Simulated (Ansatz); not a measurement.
# CH₆BNSSi: one species, many methods

An exercise on one series of results from a longer session: the logs are not shown, and one member is left open.

Program: Ansatz 0.2.0, Gaussian basis. Level of theory: functionals in def2-TZVPP, the program's frozen cores in correlated methods. These are calculated values, not measurements.

Levels to be run: LDA (SPW92), PBE-D4, revPBE-D4, BLYP-D4, r2SCAN-D4, B97M-V, PBE0-D4, B3LYP-D4, r2SCANh-D4, r2SCAN0-D4, HSE06-D4, BHLYP-D4, CAM-B3LYP-D4, LC-ωPBE, ωB97X-V, ωB97M-V, B2PLYP, PBE-QIDH; CCSD(T)/def2-SVP; CCSD(T)/def2-TZVPP; MP2/def2-QZVPP; extrapolation to the limit; RPA on PBE.

## Structure used throughout

All runs share one geometry, relaxed beforehand with PBE0-D4 in a triple-zeta def2 set.

SMILES `C[SiH]1SB1N`, 11 atoms, charge 0, spin multiplicity 1.

Atoms are counted from 1 here; the program's logs count them from 0.

Bond lengths: C1–Si2 1.866 Å, C1–H6 1.092 Å, C1–H7 1.094 Å, C1–H8 1.091 Å, Si2–S3 2.167 Å, Si2–B4 1.929 Å, Si2–H9 1.486 Å, S3–B4 1.811 Å, B4–N5 1.383 Å, N5–H10 1.004 Å, N5–H11 1.007 Å. Angles: Si2–C1–H6 110.8°, Si2–C1–H7 110.2°, Si2–C1–H8 110.5°, H6–C1–H7 108.0°, H6–C1–H8 108.7°, H7–C1–H8 108.6°, C1–Si2–S3 116.4°, C1–Si2–B4 125.7°, C1–Si2–H9 111.0°, S3–Si2–B4 52.1°, S3–Si2–H9 113.3°, B4–Si2–H9 122.0°, Si2–S3–B4 57.2°, Si2–B4–S3 70.7°, Si2–B4–N5 155.2°, S3–B4–N5 134.1°, B4–N5–H10 122.6°, B4–N5–H11 123.1° and more.

Coordinates:

```xyz
11

C    -1.89068    0.07649    0.81464
Si   -0.04725    0.36463    0.82304
S     1.20418   -1.40407    0.82212
B     1.18932   -0.21149   -0.54010
N     1.85211   -0.12584   -1.75109
H    -2.23582   -0.25480    1.79681
H    -2.41630    1.00285    0.56630
H    -2.15566   -0.68211    0.07663
H     0.33284    1.35330    1.86589
H     1.71206    0.63527   -2.39138
H     2.52060   -0.81122   -2.06208
```

Set-up of the first run:

in.yaml reads:

```yaml
crystal:
  periodic: [false, false, false]
  atoms:
    - {symbol: C, position_ang: [-1.890683, 0.076490, 0.814639]}
    - {symbol: Si, position_ang: [-0.047252, 0.364629, 0.823038]}
    - {symbol: S, position_ang: [1.204177, -1.404067, 0.822123]}
    - {symbol: B, position_ang: [1.189318, -0.211495, -0.540096]}
    - {symbol: N, position_ang: [1.852111, -0.125841, -1.751087]}
    - {symbol: H, position_ang: [-2.235815, -0.254801, 1.796811]}
    - {symbol: H, position_ang: [-2.416301, 1.002849, 0.566304]}
    - {symbol: H, position_ang: [-2.155656, -0.682112, 0.076630]}
    - {symbol: H, position_ang: [0.332844, 1.353298, 1.865893]}
    - {symbol: H, position_ang: [1.712061, 0.635272, -2.391375]}
    - {symbol: H, position_ang: [2.520596, -0.811223, -2.062079]}
basis:
  gaussian: {orbitals: def2-TZVPP}
hamiltonian: {xc: lda}
output: {orbitals: {seedname: orbitals}}
```

Started as:

```console
ansatz run in.yaml --threads 4 --pin off --events-out ev --progress --plain --max-ram 10444MiB
```

Among the steps run: LDA; PBE-D4 (GGA); revPBE-D4 (GGA); BLYP-D4 (GGA); r2SCAN-D4 (meta-GGA); B97M-V (meta-GGA); B3LYP-D4 (hybrid); r2SCANh-D4 (hybrid); r2SCAN0-D4 (hybrid); HSE06-D4 (hybrid); BHLYP-D4 (hybrid); CAM-B3LYP-D4 (range-separated); LC-ωPBE (range-separated); ωB97X-V (range-separated); ωB97M-V (range-separated); B2PLYP (double hybrid); PBE-QIDH (double hybrid).

One table of the session follows, with a row left open; its other results are not shown here.

It belongs to the step «Frontier levels by functional». 

```
  functional  HOMO (eV)  gap (eV)
 LDA (SPW92)      -5.69      4.39
      PBE-D4      -5.58      4.47
   revPBE-D4      -5.53      4.51
     BLYP-D4      -5.43      4.52
   r2SCAN-D4      -5.78      4.89
      B97M-V      -5.81      4.93
     PBE0-D4      -6.66      6.43
    B3LYP-D4      -6.46      6.08
  r2SCANh-D4      -6.18      5.61
  r2SCAN0-D4      -6.79      6.68
    HSE06-D4          ?         ?
    BHLYP-D4      -7.63      8.41
CAM-B3LYP-D4      -7.92      8.82
     LC-ωPBE      -9.21     11.17
     ωB97X-V      -8.89     10.77
     ωB97M-V      -8.70     10.39
```

Estimate the missing values for HSE06-D4.

The run gave: HOMO (eV): -6.26; gap (eV): 5.66. In the column «HOMO (eV)» it lies between B3LYP-D4 (-6.46) and r2SCANh-D4 (-6.18).
